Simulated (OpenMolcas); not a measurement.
# SiHCl2OF (SMILES O[Si](F)(Cl)Cl): levels of theory compared

Aim: a comparison of 6 runs (HF/def2-SVP, B3LYP/6-31G*, BHLYP/def2-SVP, PBE0/def2-SVP, SVWN5/def2-SVP, TPSS/def2-SVP) of SiHCl2OF. 

The results are computed with OpenMolcas 26.06.

1 further run of the same task is left out (set aside as unsound or not needed).

**1. The molecule**

The species is SiHCl2OF (6 atoms), meant as a singlet with charge 0. As SMILES, `O[Si](F)(Cl)Cl`. The coordinates come from a PBE0-D4/def2-TZVP relaxation. This is one conformer, not always the lowest.

Bond lengths: O1–Si2 1.612 Å, Si2–F3 1.579 Å, Si2–Cl4 2.026 Å, Si2–Cl5 2.011 Å, O1–H6 0.959 Å. Angles: O1–Si2–F3 111.1°, O1–Si2–Cl4 111.7°, O1–Si2–Cl5 107.8°, F3–Si2–Cl4 106.6°, F3–Si2–Cl5 108.3°, Cl4–Si2–Cl5 111.3°, Si2–O1–H6 118.9°.

**2. Energy and gradient at HF/def2-SVP (run 1)**

mol.input

```
&gateway
  baslib = $CurrDir
  coord
  6
  angstrom
  O       -0.507700       0.453700       1.122500
  Si       0.219500       0.013400      -0.247400
  F        1.583200      -0.726700       0.044400
  Cl      -0.921300      -1.272900      -1.319600
  Cl       0.618000       1.683900      -1.294500
  H       -0.949600      -0.215500       1.648500
  basis = def2-SVP
  group = NoSym

&seward

&scf
  thresholds = 1e-10 1e-07 1e-07 1e-05
  prorbitals = 1 1

&alaska
```

The basis set def2-SVP is read from a file made from the Basis Set Exchange's data (not shown).

Started as:

```sh
export MOLCAS_MEM=1860
pymolcas mol.input > mol.log
```

Output:

```text
--- Start Module: gateway ---
[...]
--- Stop Module: gateway /rc=_RC_ALL_IS_WELL_ ---
[...]
      Basis functions           87
[...]
--- Start Module: scf ---
[...]
       Convergence after  12 Iterations
[...]
::    Total SCF energy                              -1382.5147859982
[...]
      Total spin, S                                     0.0000000000
[...]
      Total electronic charge=   66.000000
      Total            charge=   -0.000000
[...]
      Dipole Moment (debye):
      Origin of the operator (angstrom)=    0.1235    0.0596   -0.5815
                   X= -1.3383E+00               Y= -8.8600E-01               Z=  1.2262E+00           Total=  2.0198E+00
      Quadrupole Moment (debye*angstrom):
[...]
--- Stop Module: scf /rc=_RC_ALL_IS_WELL_ ---
[...]
--- Start Module: alaska ---
[...]
 *              Molecular gradients               *
 **************************************************
  Irreducible representation: a
 ------------------------------------------------------------------------------------------
                              X                       Y                       Z
 ------------------------------------------------------------------------------------------
  O1                8.30886679024090E-03    1.45794420167729E-02   -9.56277681178719E-03
  SI2               3.83195274907533E-03   -5.68171035466103E-03   -5.84497374247483E-04
  F3               -7.11771630720648E-03    4.63737084043636E-03   -2.26961945519299E-03
  CL4               3.10867163527107E-03    3.73938773979177E-03    2.20038301123182E-03
  CL5              -1.85960248543093E-03   -5.35514250233149E-03    4.22521834986966E-03
  H6               -6.27217238178401E-03   -1.19193477400703E-02    5.99129228010220E-03
 ------------------------------------------------------------------------------------------
--- Stop Module: alaska /rc=_RC_ALL_IS_WELL_ ---
[...]
```

Run time: 5.4 s. Hardware: 1 thread of Intel Xeon 6975P-C (Granite Rapids), shared host; peak memory 0.48 GiB.

**3. Energy and gradient at B3LYP/6-31G(d) (spherical functions) (run 2)**

run.input

```
* Cl2FHOSi Kohn-Sham DFT
&GATEWAY
BasLib=$CurrDir
BasisSet
O.6-31Gs....
O1 -0.507700 0.453700 1.122500 angstrom
End of Basis
BasisSet
Si.6-31Gs....
Si2 0.219500 0.013400 -0.247400 angstrom
End of Basis
BasisSet
F.6-31Gs....
F3 1.583200 -0.726700 0.044400 angstrom
End of Basis
BasisSet
Cl.6-31Gs....
Cl4 -0.921300 -1.272900 -1.319600 angstrom
Cl5 0.618000 1.683900 -1.294500 angstrom
End of Basis
BasisSet
H.6-31Gs....
H6 -0.949600 -0.215500 1.648500 angstrom
End of Basis
&SEWARD
GridInput
Grid=UltraFine
End of Grid
&SCF
KSDFT=B3LYP
Thresholds=1e-10 1e-07 1e-07 1e-05
PrOrbitals=1
&ALASKA
```

The basis set 6-31G* is read from a file made from the Basis Set Exchange's data (not shown).

Started as:

```sh
export MOLCAS_MEM=1860
pymolcas run.input > run.log
```

Output:

```text
--- Start Module: gateway ---
[...]
--- Stop Module: gateway /rc=_RC_ALL_IS_WELL_ ---
[...]
      Basis functions           84
[...]
--- Start Module: scf ---
[...]
       Convergence after  15 Iterations
[...]
::    Total KS-DFT energy                           -1385.7463638282
[...]
      Total spin, S                                     0.0000000000
[...]
      Total electronic charge=   66.000000
      Total            charge=   -0.000000
[...]
      Dipole Moment (debye):
      Origin of the operator (angstrom)=    0.1235    0.0596   -0.5815
                   X= -1.0995E+00               Y= -9.0386E-01               Z=  1.4692E+00           Total=  2.0456E+00
      Quadrupole Moment (debye*angstrom):
[...]
--- Stop Module: scf /rc=_RC_ALL_IS_WELL_ ---
[...]
--- Start Module: alaska ---
[...]
 *              Molecular gradients               *
 **************************************************
  Irreducible representation: a
 ------------------------------------------------------------------------------------------
                              X                       Y                       Z
 ------------------------------------------------------------------------------------------
  O1                2.97958369906759E-03   -1.01275297919141E-02   -6.84531569463331E-03
  SI2               2.07335256538010E-03   -1.34231052617073E-03    3.97960847726520E-03
  F3               -1.36261334294012E-02    7.54278026961330E-03   -2.74749856950773E-03
  CL4               6.14572884864018E-03    6.47421447363783E-03    5.50277554993883E-03
  CL5              -1.68627246803243E-03   -8.61829611277187E-03    5.26706842610025E-03
  H6                4.11374078444604E-03    6.07114168764689E-03   -5.15663818909085E-03
 ------------------------------------------------------------------------------------------
--- Stop Module: alaska /rc=_RC_ALL_IS_WELL_ ---
[...]
```

It took 18 s on 1 thread of Intel Xeon 6975P-C (Granite Rapids), shared host; peak memory 0.46 GiB.

**4. Energy and forces at BHLYP/def2-SVP (run 3)**

mol.xyz

```xyz
6

O     -0.507700     0.453700     1.122500
Si     0.219500     0.013400    -0.247400
F      1.583200    -0.726700     0.044400
Cl    -0.921300    -1.272900    -1.319600
Cl     0.618000     1.683900    -1.294500
H     -0.949600    -0.215500     1.648500
```

job.input

```
>>> EXPORT MOLCAS_PRINT=2

&GATEWAY
  BasLib = $CurrDir
  Coord = mol.xyz
  Basis = def2-SVP
  Group = NoSym

&SEWARD
  GridInput
  Grid=UltraFine
  End of Grid

&SCF
  KSDFT = HYB_GGA_XC_BHANDHLYP
  Thresholds = 1e-10 1e-07 1e-07 1e-05
  PrOrbitals = 1

&ALASKA
```

The basis set def2-SVP is read from a file made from the Basis Set Exchange's data (not shown).

Started as:

```sh
export MOLCAS_MEM=1860
pymolcas job.input > job.log
```

Output:

```text
--- Start Module: gateway ---
[...]
--- Stop Module: gateway /rc=_RC_ALL_IS_WELL_ ---
[...]
      Basis functions           87
[...]
--- Start Module: scf ---
[...]
       Convergence after  13 Iterations
[...]
::    Total KS-DFT energy                           -1385.1848726944
[...]
      Total spin, S                                     0.0000000000
[...]
      Total electronic charge=   66.000000
      Total            charge=   -0.000000
[...]
      Dipole Moment (debye):
      Origin of the operator (angstrom)=    0.1235    0.0596   -0.5815
                   X= -1.2804E+00               Y= -8.2411E-01               Z=  1.1895E+00           Total=  1.9322E+00
      Quadrupole Moment (debye*angstrom):
[...]
--- Stop Module: scf /rc=_RC_ALL_IS_WELL_ ---
[...]
--- Start Module: alaska ---
[...]
 *              Molecular gradients               *
 **************************************************
  Irreducible representation: a
 ------------------------------------------------------------------------------------------
                              X                       Y                       Z
 ------------------------------------------------------------------------------------------
  O1                4.74373875506551E-03    4.60054655800057E-03   -6.73585780752717E-03
  SI2               7.00549816122009E-03   -5.66660060403146E-03    3.52349573063915E-03
  F3               -1.08552745964481E-02    6.35881472199351E-03   -2.73783937935335E-03
  CL4               2.21514596677252E-03    2.70566198606303E-03    1.71358720707104E-03
  CL5              -1.21525121234800E-03   -3.77240688105118E-03    2.79466321494937E-03
  H6               -1.89385707438916E-03   -4.22601578099613E-03    1.44195103423161E-03
 ------------------------------------------------------------------------------------------
--- Stop Module: alaska /rc=_RC_ALL_IS_WELL_ ---
[...]
```

It took 14 s on 1 thread of Intel Xeon 6975P-C (Granite Rapids), shared host; peak memory 0.47 GiB.

Runs 4 to 5 aren't shown in full; the table further down has their settings and results.

**5. Energy and gradient at TPSS/def2-SVP (run 6)**

job.input

```
>>> EXPORT MOLCAS_PRINT=2
&GATEWAY
BasLib
$CurrDir
Coord
6
angstrom
O       -0.507700       0.453700       1.122500
Si       0.219500       0.013400      -0.247400
F        1.583200      -0.726700       0.044400
Cl      -0.921300      -1.272900      -1.319600
Cl       0.618000       1.683900      -1.294500
H       -0.949600      -0.215500       1.648500
Basis
def2-SVP
Group
NoSym
&SEWARD
GridInput
Grid=UltraFine
End of Grid
&SCF
KSDFT
2
1.0 MGGA_X_TPSS
1.0 MGGA_C_TPSS
Thresholds
1e-10 1e-07 1e-07 1e-05
PrOrbitals
1
&ALASKA
```

The basis set def2-SVP is read from a file made from the Basis Set Exchange's data (not shown).

Started as:

```sh
export MOLCAS_MEM=1860
pymolcas job.input > job.log
```

Output:

```text
--- Start Module: gateway ---
[...]
--- Stop Module: gateway /rc=_RC_ALL_IS_WELL_ ---
[...]
      Basis functions           87
[...]
--- Start Module: scf ---
[...]
       Convergence after  15 Iterations
[...]
::    Total KS-DFT energy                           -1385.3224187493
[...]
      Total spin, S                                     0.0000000000
[...]
      Total electronic charge=   66.000000
      Total            charge=   -0.000000
[...]
      Dipole Moment (debye):
      Origin of the operator (angstrom)=    0.1235    0.0596   -0.5815
                   X= -1.1279E+00               Y= -7.8009E-01               Z=  1.3205E+00           Total=  1.9038E+00
      Quadrupole Moment (debye*angstrom):
[...]
--- Stop Module: scf /rc=_RC_ALL_IS_WELL_ ---
[...]
--- Start Module: alaska ---
[...]
 *              Molecular gradients               *
 **************************************************
  Irreducible representation: a
 ------------------------------------------------------------------------------------------
                              X                       Y                       Z
 ------------------------------------------------------------------------------------------
  O1                4.05436309872620E-03   -1.48082575804018E-02   -1.10688770751608E-02
  SI2               1.13815259174037E-02   -5.37255971941564E-03    1.04221745714663E-02
  F3               -2.62445753846947E-02    1.42484850346936E-02   -5.31427038728349E-03
  CL4               7.06370949570712E-03    7.94248001648157E-03    6.91717750488507E-03
  CL5              -2.28578913452981E-03   -1.05669102313151E-02    6.45599777755734E-03
  H6                6.03076600728336E-03    8.55676247975712E-03   -7.41220239151907E-03
 ------------------------------------------------------------------------------------------
--- Stop Module: alaska /rc=_RC_ALL_IS_WELL_ ---
[...]
```

It took 20 s on 1 thread of Intel Xeon 6975P-C (Granite Rapids), shared host; peak memory 0.48 GiB.

**6. Overview of the runs**

```tsv
run	level	integration grid	energy (Eh)	dipole moment (D)	HOMO energy (eV)	LUMO energy (eV)	wall time
1	HF/def2-SVP	–	-1382.514786	2.02	-12.92	4.14	5.4 s
2	B3LYP/6-31G* (spherical functions)	UltraFine	-1385.746364	2.05	-9.23	0.08	18 s
3	BHLYP/def2-SVP	UltraFine	-1385.184873	1.93	-10.71	1.58	14 s
4	PBE0/def2-SVP	UltraFine	-1384.659289	1.92	-9.44	0.66	14 s
5	SVWN5/def2-SVP	UltraFine	-1379.977411	1.90	-7.96	-0.52	12 s
6	TPSS/def2-SVP	UltraFine	-1385.322419	1.90	-8.08	-0.14	20 s
```

**7. Outcome**

| quantity | value |
| --- | --- |
| run 6: total energy | -1385.32242 Eh |
| run 6: dipole moment | 1.90 D |
| run 6: HOMO energy | -8.08 eV |
| run 6: LUMO energy | -0.14 eV |
| run 6: HOMO–LUMO gap | 7.94 eV |
| run 6: largest force on an atom | 1.560 eV/Å |

**Reading.** The dipole moment (its size) runs from 1.90 D (SVWN5/def2-SVP) to 2.05 D (B3LYP/6-31G*). The two ends differ in method and basis. The HOMO–LUMO gap runs from 7.45 eV (SVWN5/def2-SVP) to 17.06 eV (HF/def2-SVP). Exact exchange widens orbital gaps. Totals of different functionals can't be ranked against each other. All runs together took 83 s, the longest 20 s.
